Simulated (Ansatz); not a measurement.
# Cl₃F₂HOW: how energies converge with the basis set

Aim: see how fast density functionals converge with the basis set for Cl₃F₂HOW.

Method: one geometry, several basis sets; program: Ansatz 0.2.0, Gaussian basis.

Plan: PBE0-D4/def2-SVP; ωB97M-V/def2-SVP; PBE0-D4/def2-QZVPP; ωB97M-V/def2-QZVPP; the functionals' def2-TZVPP values are taken from earlier runs.

## 1. The geometry

All runs share one geometry, relaxed beforehand with PBE0-D4 in a triple-zeta def2 set. W takes the def2 core potential; no spin-orbit term is included.

8 atoms, charge 0, spin multiplicity 1.

Atoms are counted from 1 here; the program's logs count them from 0.

Bond lengths: O1–W2 1.848 Å, O1–H8 0.961 Å, W2–F3 1.848 Å, W2–F4 1.848 Å, W2–Cl5 2.283 Å, W2–Cl6 2.328 Å, W2–Cl7 2.273 Å. Angles: W2–O1–H8 133.1°, O1–W2–F3 92.2°, O1–W2–F4 92.2°, O1–W2–Cl5 170.4°, O1–W2–Cl6 83.9°, O1–W2–Cl7 93.4°, F3–W2–F4 174.7°, F3–W2–Cl5 88.1°, F3–W2–Cl6 91.7°, F3–W2–Cl7 88.4°, F4–W2–Cl5 88.1°, F4–W2–Cl6 91.7°, F4–W2–Cl7 88.4°, Cl5–W2–Cl6 86.5°, Cl5–W2–Cl7 96.2°, Cl6–W2–Cl7 177.3°.

## 2. PBE0-D4 in def2-SVP

in.yaml reads:

```yaml
crystal:
  periodic: [false, false, false]
  atoms:
    - {symbol: O, position_ang: [-0.582690, -1.364412, 0.582923]}
    - {symbol: W, position_ang: [0.219176, 0.143334, -0.123612]}
    - {symbol: F, position_ang: [0.948232, 0.607205, 1.510314]}
    - {symbol: F, position_ang: [-0.369551, -0.256660, -1.829434]}
    - {symbol: Cl, position_ang: [0.881433, 2.180937, -0.911873]}
    - {symbol: Cl, position_ang: [-1.802859, 1.167229, 0.409070]}
    - {symbol: Cl, position_ang: [2.154372, -0.948261, -0.605205]}
    - {symbol: H, position_ang: [-1.448114, -1.529372, 0.967807]}
basis:
  gaussian: {orbitals: def2-SVP}
hamiltonian: {xc: pbe0, dispersion: d4}
output: {orbitals: {seedname: orbitals}}
```

Started as:

```
> ansatz run in.yaml --threads 4 --pin off --events-out ev --progress --plain --max-ram 11315MiB
```

The runs that follow: ωB97M-V in def2-SVP; PBE0-D4 in def2-QZVPP; ωB97M-V in def2-QZVPP.

Q: Predict the results of all the runs planned. Wanted: PBE0-D4: double and triple zeta above quadruple; ωB97M-V: double and triple zeta above quadruple.

**Answer**, as computed:

| quantity | value |
| --- | --- |
| PBE0-D4: double and triple zeta above quadruple | 24.48, 1.52 eV |
| ωB97M-V: double and triple zeta above quadruple | 24.47, 1.45 eV |

PBE0-D4 gains 22.96 eV from double to triple zeta, then 1.52 eV more. These are total energies; as a rule much of such shifts cancels in differences, which this series doesn't test.
